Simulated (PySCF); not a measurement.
# B2H4O2− (doublet): open-shell or spin-flip excitations

Aim: compute the open-shell or spin-flip excitations of B2H4O2− (doublet) (`[BH2-]B(O)O`).

Programs: PySCF 2.14.0, with routines of our own; each step states its level. All values are computed. Atoms count from 0.

## 1. The starting structure

8 atoms, charge -1, multiplicity 2; geometry from: GFN2-xTB.

## 2. Open-shell or spin-flip excitations: unrestricted TDDFT CAM-B3LYP/def2-SVPD in tetrahydrofuran

The job: settings as JSON, then the geometry in Å.

```
{"job": {"kind": "uabs", "xc": "CAM-B3LYP", "basis": "def2-SVPD", "nstates": 10, "tda": false, "solvent": "tetrahydrofuran", "pol": false}, "charge": -1, "multiplicity": 2}
B      1.040109    -0.178669     0.314609
B     -0.453162     0.079995    -0.142242
O     -1.392460    -0.935434    -0.621484
O     -1.133936     1.375721    -0.158174
H      1.798331     0.698917     0.710929
H      1.576557    -1.280583     0.314545
H     -0.925138    -1.768108    -0.600572
H     -0.501244     2.017573     0.157825
```

Level: unrestricted TDDFT CAM-B3LYP/def2-SVPD, vertical, IEF-PCM tetrahydrofuran (non-equilibrium linear response), core orbitals frozen in the response.

On the command line:

```bash
$ OMP_NUM_THREADS=1 python excited_run.py task.json out
```

This one command runs all jobs of the session in turn.

What it wrote:

```text
coarse grid: 6824 points
cycle   1  E = -202.2971107148  dE =  1.521e-01  |g| = 6.073e-01  |ddm| = 2.411e+00
cycle   2  E = -202.2202740919  dE =  7.684e-02  |g| = 8.009e-01  |ddm| = 1.374e+00
cycle   3  E = -202.4541191267  dE = -2.338e-01  |g| = 4.891e-02  |ddm| = 6.609e-01
cycle   4  E = -202.4555934026  dE = -1.474e-03  |g| = 1.467e-02  |ddm| = 1.132e-01
cycle   5  E = -202.4557768376  dE = -1.834e-04  |g| = 2.892e-03  |ddm| = 3.724e-02
cycle   6  E = -202.4557920110  dE = -1.517e-05  |g| = 1.083e-03  |ddm| = 1.173e-02
cycle   7  E = -202.4557958867  dE = -3.876e-06  |g| = 4.671e-04  |ddm| = 6.835e-03
final grid: 66320 points
cycle   8  E = -202.4993374056  dE = -2.354e-05  |g| = 1.921e-03  |ddm| = 3.071e-02
cycle   9  E = -202.4993370453  dE =  3.603e-07  |g| = 2.431e-03  |ddm| = 6.025e-03
cycle  10  E = -202.4993391438  dE = -2.099e-06  |g| = 1.337e-04  |ddm| = 1.933e-03
cycle  11  E = -202.4993391687  dE = -2.487e-08  |g| = 5.003e-05  |ddm| = 6.616e-04
cycle  12  E = -202.4993391724  dE = -3.751e-09  |g| = 2.380e-05  |ddm| = 2.231e-04
cycle  13  E = -202.4993391733  dE = -8.376e-10  |g| = 1.057e-05  |ddm| = 1.028e-04
converged SCF energy = -202.4993391733

<S^2> of the reference = 0.7525 (exact 0.7500)

Excitations
state   eV       nm        f      <S^2>   main configurations
  1   3.0670    404.3   0.04233   0.758   Ha->La 0.94
  2   4.1624    297.9   0.01403   0.759   Ha->L+1a 0.79, Hb->Lb 0.15
  3   4.2798    289.7   0.00438   0.771   Hb->Lb 0.80, Ha->L+1a 0.15
  4   4.3679    283.9   0.00000   0.766   Ha->L+2a 0.93
  5   4.7902    258.8   0.20815   0.756   Ha->L+6a 0.50, Ha->L+4a 0.47
  6   4.9802    249.0   0.00000   0.770   H-1b->Lb 0.90
  7   5.0574    245.2   0.04337   0.759   Ha->L+3a 0.73, Ha->L+5a 0.18
  8   5.3671    231.0   0.00000   0.757   Ha->L+7a 0.79, Ha->L+10a 0.11
  9   5.5399    223.8   0.02313   0.769   Ha->L+4a 0.52, Ha->L+6a 0.45
 10   5.6477    219.5   0.05819   0.761   Ha->L+5a 0.73, Ha->L+3a 0.17
```

Run time: 44 s. Hardware: 1 thread of Intel Xeon at 2.50GHz, shared host; peak memory 0.52 GiB.

Key values:

```
quantity  value
    ⟨S²⟩  0.752
```

Löwdin spin populations:

```
atom  value (e)
  B0       0.50
  B1       0.26
  O2       0.06
  O3       0.06
  H4       0.06
  H5       0.06
  H6       0.00
  H7       0.00
```

With diffuse functions Löwdin's scheme smears the spin, so small populations can have the wrong sign.

## 3. Open-shell or spin-flip excitations: unrestricted TDDFT CAM-B3LYP/def2-SVPD

The job, as its differences from that of step 2:

```diff
@@ -1,2 +1,2 @@
-{"job": {"kind": "uabs", "xc": "CAM-B3LYP", "basis": "def2-SVPD", "nstates": 10, "tda": false, "solvent": "tetrahydrofuran", "pol": false}, "charge": -1, "multiplicity": 2}
+{"job": {"kind": "uabs", "xc": "CAM-B3LYP", "basis": "def2-SVPD", "nstates": 10, "tda": false}, "charge": -1, "multiplicity": 2}
 B      1.040109    -0.178669     0.314609
```

With the program's defaults for keys left out, this is: unrestricted TDDFT CAM-B3LYP/def2-SVPD, vertical, gas phase, core orbitals frozen in the response.

What it wrote:

```text
coarse grid: 6824 points
cycle   1  E = -202.2054953777  dE =  2.434e-01  |g| = 6.203e-01  |ddm| = 2.409e+00
cycle   2  E = -202.1016391496  dE =  1.039e-01  |g| = 8.553e-01  |ddm| = 1.328e+00
cycle   3  E = -202.3725688976  dE = -2.709e-01  |g| = 5.303e-02  |ddm| = 6.747e-01
cycle   4  E = -202.3742666142  dE = -1.698e-03  |g| = 1.625e-02  |ddm| = 1.247e-01
cycle   5  E = -202.3744742747  dE = -2.077e-04  |g| = 2.983e-03  |ddm| = 4.511e-02
cycle   6  E = -202.3744862422  dE = -1.197e-05  |g| = 1.037e-03  |ddm| = 1.163e-02
cycle   7  E = -202.3744887489  dE = -2.507e-06  |g| = 5.030e-04  |ddm| = 5.001e-03
final grid: 66320 points
cycle   8  E = -202.4180699128  dE = -2.326e-05  |g| = 1.969e-03  |ddm| = 3.146e-02
cycle   9  E = -202.4180693177  dE =  5.951e-07  |g| = 2.593e-03  |ddm| = 6.204e-03
cycle  10  E = -202.4180717118  dE = -2.394e-06  |g| = 1.269e-04  |ddm| = 1.948e-03
cycle  11  E = -202.4180717309  dE = -1.910e-08  |g| = 5.941e-05  |ddm| = 7.378e-04
cycle  12  E = -202.4180717343  dE = -3.399e-09  |g| = 1.980e-05  |ddm| = 2.789e-04
cycle  13  E = -202.4180717349  dE = -5.843e-10  |g| = 6.573e-06  |ddm| = 1.717e-04
converged SCF energy = -202.4180717349

Static polarisability (au): isotropic 60.903, principal 56.442 58.216 68.053

<S^2> of the reference = 0.7525 (exact 0.7500)

Excitations
state   eV       nm        f      <S^2>   main configurations
  1   2.3045    538.0   0.02261   0.758   Ha->La 0.94
  2   3.3036    375.3   0.01270   0.756   Ha->L+1a 0.94
  3   3.4677    357.5   0.00000   0.765   Ha->L+2a 0.95
  4   4.2849    289.4   0.00024   0.772   Hb->L+1b 0.90
  5   4.3948    282.1   0.02591   0.760   Ha->L+3a 0.83
  6   4.5841    270.5   0.09327   0.756   Ha->L+4a 0.70, Ha->L+8a 0.27
  7   4.8009    258.3   0.00000   0.757   Ha->L+6a 0.71, Ha->L+10a 0.13, H-1b->L+1b 0.12
  8   5.0495    245.5   0.00000   0.774   H-1b->L+1b 0.84, Ha->L+6a 0.12
  9   5.1162    242.3   0.09351   0.767   Ha->L+8a 0.68, Ha->L+4a 0.28
 10   5.1680    239.9   0.05179   0.760   Ha->L+5a 0.87
```

Wall time 46 s (1 thread of Intel Xeon at 2.50GHz, shared host); peak memory 0.52 GiB.

In short:

```
quantity  value
    ⟨S²⟩  0.752
```

## 4. Outcome

```
                                                                                                                 quantity                        value
lowest and brightest state of nearly pure spin, of 10 (step 2, unrestricted TDDFT CAM-B3LYP/def2-SVPD in tetrahydrofuran)  3.07 eV; 4.79 eV, f = 0.208
                   lowest and brightest state of nearly pure spin, of 10 (step 3, unrestricted TDDFT CAM-B3LYP/def2-SVPD)  2.30 eV; 5.12 eV, f = 0.094
```

For an anion in the gas phase, states above the energy of detachment are held by the basis alone, so excitations and responses hang on it. The lowest state of nearly pure spin runs from 2.30 to 3.07 eV over the runs.
